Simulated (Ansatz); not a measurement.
Molecular dynamics of Ba$_{6}$Ti$_{6}$AlCl$_{3}$O$_{18}$

Input file:

```yaml
accuracy: low
crystal:
  lattice:
    - [8.966642, 0.0, 0.0]
    - [3.61263, 8.206679, 0.0]
    - [0.0, 0.0, 15.859036]
  atoms:
    - { symbol: Ba, position: [0.0, 0.0, 0.0630555] }
    - { symbol: Ti, position: [0.2676581, 0.6009914, 0.0883461] }
    - { symbol: O, position: [0.22629795, 0.79293259, 0.14723872] }
    - { symbol: O, position: [0.782914, 0.22197401, 0.14726217] }
    - { symbol: O, position: [0.4918178, 0.4976845, 0.0650768] }
    - { symbol: Ba, position: [0.5298525, 0.17650795, 0.09032988] }
    - { symbol: Ti, position: [0.73652867, 0.76429454, 0.14816389] }
    - { symbol: O, position: [0.79365591, 0.90092575, 0.08956801] }
    - { symbol: O, position: [0.26617342, 0.45004697, 0.16975083] }
    - { symbol: O, position: [0.12139376, 0.60217572, 0.01559232] }
    - { symbol: Ba, position: [0.03680609, 0.38519417, 0.08486257] }
    - { symbol: Ti, position: [0.2893391, 0.97912783, 0.19926743] }
    - { symbol: O, position: [0.7574164, 0.5878164, 0.0911604] }
    - { symbol: O, position: [0.2586649, 0.0890649, 0.0940684] }
    - { symbol: O, position: [0.52788068, 0.89034686, 0.17168267] }
    - { symbol: Ba, position: [0.55432987, 0.55189287, 0.21235555] }
    - { symbol: Ti, position: [0.83465032, 0.16667655, 0.25630422] }
    - { symbol: O, position: [0.79171436, 0.36359871, 0.32209438] }
    - { symbol: O, position: [0.36663689, 0.82543425, 0.29335964] }
    - { symbol: O, position: [0.05633606, 0.06458651, 0.2349361] }
    - { symbol: Ba, position: [0.11202279, 0.78694504, 0.31321051] }
    - { symbol: Ti, position: [0.32141152, 0.33444748, 0.27174439] }
    - { symbol: O, position: [0.27974076, 0.47035957, 0.36817032] }
    - { symbol: O, position: [0.81991019, -0.00592028, 0.30766039] }
    - { symbol: O, position: [0.53711146, 0.26509638, 0.261902] }
    - { symbol: Ba, position: [0.56778214, 0.94910844, 0.35012005] }
    - { symbol: Ti, position: [0.90267428, 0.49066422, 0.32626541] }
    - { symbol: O, position: [0.31804779, 0.13505666, 0.27450995] }
    - { symbol: O, position: [0.79112782, 0.68037981, 0.27014682] }
    - { symbol: O, position: [0.06466952, 0.40105548, 0.2624013] }
    - { symbol: Al, position: [0.24776235, 0.4479932, 0.47252117] }
    - { symbol: Cl, position: [0.28453024, 0.62397172, 0.54991482] }
    - { symbol: Cl, position: [-0.03653466, 0.5384146, 0.47233347] }
    - { symbol: Cl, position: [0.34514091, 0.20012182, 0.5162348] }
basis:
  ecutwfc: 420.0
kpoints:
  mp_grid: { grid: [2, 2, 1] }
hamiltonian:
  xc: pbe
  dispersion: d3bj
  pseudopotentials: { kind: paw, azcp: { folder: soft_1 } }
scf:
  occupations: { method: fermi_dirac, width: 0.02 }
  lower_state_search: "off"
md:
  timestep: 1.5
  n_steps: 90
  ensemble: nve
  temperature: 1000.0
  initial_velocities: maxwell_boltzmann
  seed: 544782
  constraints: [{ sites: [0, 1, 4, 12, 13] }]
```

Launched with:

```bash
$ ansatz run input.yaml --threads 4 --pin off --max-ram 10240MiB --backend cpu --events-out ev --progress --plain --runs-dir out
```

It starts from a partly relaxed structure (largest force component 0.06 eV/Å).

Output, in part (step lines):

```
md step     0: t =     0.00 fs  T =  1000.0 K  F+E_penalty+E_count = -64738.43597831 eV  E_kin = 3.748540 eV  conserved = -64734.68743834 eV  (17 SCF iters)
[... lines left out ...]
```

The steps, from the saved trajectory:

```csv
time (fs),T (K),potential energy less start (eV),conserved less start (meV/atom)
0,1000,0.000,0.00
4.5,883,0.444,0.14
9,660,1.286,0.30
13.5,521,1.806,0.31
18,484,1.940,0.21
22.5,443,2.094,0.20
27,387,2.307,0.29
31.5,406,2.236,0.25
36,462,2.023,0.20
40.5,508,1.853,0.24
45,563,1.644,0.21
49.5,601,1.501,0.17
54,579,1.583,0.18
58.5,504,1.868,0.22
63,430,2.148,0.28
67.5,423,2.172,0.24
72,448,2.077,0.20
76.5,449,2.073,0.22
81,443,2.098,0.25
85.5,460,2.033,0.25
90,508,1.852,0.24
94.5,579,1.585,0.23
99,657,1.294,0.20
103.5,696,1.145,0.13
108,632,1.387,0.17
112.5,524,1.796,0.31
117,507,1.857,0.25
121.5,527,1.777,0.16
126,482,1.947,0.21
130.5,410,2.223,0.28
135,395,2.278,0.29
```

All steps were run. The conserved energy stayed within 0.34 meV per atom of its start (net change 0.29 meV per atom), so the integration is sound. Over the second half the temperature averaged 0.51 of the 1000 K drawn at the start: a run that starts near a minimum puts about half its kinetic energy into the potential. A run of 0.14 ps of so small a system gives no equilibrium averages. Limits of this set-up: thin slab, slab without dipole correction, a typed lattice constant that wasn't relaxed here, low accuracy level.

Mean squared displacements from the first frame to the last: Ba 0.06 Å², Ti 0.04 Å², O 0.09 Å², Al 0.05 Å², Cl 0.32 Å².

Last frame:

```xyz
34
Lattice="8.9666 0.0000 0.0000 3.6126 8.2067 0.0000 0.0000 0.0000 15.8590" Properties=species:S:1:pos:R:3
Ba 0.000 0.000 1.000
Ti 4.571 4.932 1.401
O 4.930 6.542 2.158
O 8.009 1.955 2.344
O 6.208 4.084 1.032
Ba 5.314 1.380 1.678
Ti 9.411 6.179 2.492
O 10.285 7.324 1.463
O 3.982 4.185 3.009
O 3.150 4.501 0.327
Ba 1.643 3.051 1.698
Ti 6.188 8.144 3.393
O 8.915 4.824 1.446
O 2.641 0.731 1.492
O 8.013 7.349 2.879
Ba 7.009 4.486 3.374
Ti 8.012 1.387 4.093
O 8.518 2.831 5.248
O 6.376 6.801 4.715
O 0.868 0.664 3.780
Ba 3.854 6.220 4.729
Ti 4.303 2.850 4.445
O 4.319 3.937 6.000
O 7.324 -0.108 4.780
O 6.111 2.334 4.238
Ba 8.536 7.759 5.646
Ti 9.886 4.059 5.379
O 3.805 1.165 4.237
O 9.595 5.599 4.540
O 2.177 3.268 4.662
Al 4.007 3.604 7.617
Cl 4.644 4.762 9.278
Cl 1.685 4.194 7.665
Cl 4.439 1.600 8.270
```

The run took 29 min on 4 threads of Arm Neoverse N1, on a shared host, peak memory 4.1 GiB.
